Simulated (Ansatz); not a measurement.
# CH7ClO5W: small, medium and large basis sets

Aim: see how fast density functionals converge with the basis set for CH7ClO5W.

Program: Ansatz 0.2.0, Gaussian basis. Level of theory: one geometry, several basis sets. These are calculated values, not measurements.

Plan: PBE0-D4/def2-SVP; ωB97M-V/def2-SVP; PBE0-D4/def2-QZVPP; ωB97M-V/def2-QZVPP; the functionals' def2-TZVPP values are taken from earlier runs.

## 1. The geometry

All runs share one geometry, relaxed beforehand with PBE0-D4 in a triple-zeta def2 set. W takes the def2 core potential; no spin-orbit term is included.

SMILES `C[O][W]([OH])([OH])([OH])([OH])[Cl]`, 15 atoms, charge 0, spin multiplicity 1.

Atoms are counted from 1 here; the program's logs count them from 0.

Bond lengths: C1–O2 1.395 Å, C1–H9 1.095 Å, C1–H10 1.092 Å, C1–H11 1.094 Å, O2–W3 1.856 Å, W3–O4 1.900 Å, W3–O5 1.877 Å, W3–O6 1.912 Å, W3–O7 1.893 Å, W3–Cl8 2.426 Å, O4–H12 0.962 Å, O5–H13 0.961 Å, O6–H14 0.962 Å, O7–H15 0.962 Å. Angles: O2–C1–H9 109.1°, O2–C1–H10 109.5°, O2–C1–H11 109.0°, H9–C1–H10 110.0°, H9–C1–H11 109.0°, H10–C1–H11 110.1°, C1–O2–W3 140.1°, O2–W3–O4 103.4°, O2–W3–O5 90.8°, O2–W3–O6 165.8°, O2–W3–O7 85.9°, O2–W3–Cl8 85.4°, O4–W3–O5 89.3°, O4–W3–O6 89.8°, O4–W3–O7 164.5°, O4–W3–Cl8 81.2°, O5–W3–O6 94.6°, O5–W3–O7 103.1° and more.

## 2. PBE0-D4 in def2-SVP

File in.yaml:

```yaml
crystal:
  periodic: [false, false, false]
  atoms:
    - {symbol: C, position_ang: [-1.088477, -2.075947, 0.358579]}
    - {symbol: O, position_ang: [-0.903066, -0.835601, -0.252319]}
    - {symbol: W, position_ang: [0.200301, 0.653439, -0.145267]}
    - {symbol: O, position_ang: [0.805730, 0.883435, -1.931865]}
    - {symbol: O, position_ang: [-1.248733, 1.786803, -0.516111]}
    - {symbol: O, position_ang: [1.358443, 2.065240, 0.422304]}
    - {symbol: O, position_ang: [0.097011, 0.424949, 1.730552]}
    - {symbol: Cl, position_ang: [2.025998, -0.944239, -0.128587]}
    - {symbol: H, position_ang: [-1.134338, -1.938329, 1.443459]}
    - {symbol: H, position_ang: [-2.016717, -2.524100, -0.001407]}
    - {symbol: H, position_ang: [-0.239605, -2.722616, 0.116876]}
    - {symbol: H, position_ang: [1.595912, 0.412436, -2.212741]}
    - {symbol: H, position_ang: [-2.079651, 1.478770, -0.886732]}
    - {symbol: H, position_ang: [1.857084, 2.498513, -0.276939]}
    - {symbol: H, position_ang: [0.770108, 0.837238, 2.280197]}
basis:
  gaussian: {orbitals: def2-SVP}
hamiltonian: {xc: pbe0, dispersion: d4}
output: {orbitals: {seedname: orbitals}}
```

Command:

```console
$ ansatz run in.yaml --threads 2 --pin off --events-out ev --progress --plain --max-ram 32768MiB --backend cpu
```

The runs that follow: ωB97M-V in def2-SVP; PBE0-D4 in def2-QZVPP; ωB97M-V in def2-QZVPP.

Q: Predict the results of all the runs planned. Wanted: PBE0-D4: double and triple zeta above quadruple; ωB97M-V: double and triple zeta above quadruple.

As calculated:

```
                                       quantity           value
PBE0-D4: double and triple zeta above quadruple  19.94, 1.02 eV
ωB97M-V: double and triple zeta above quadruple  20.26, 0.98 eV
```

For PBE0-D4 the step from double to triple zeta gains 18.91 eV and the next only 1.02 eV. These are total energies; as a rule much of such shifts cancels in differences, which this series doesn't test.
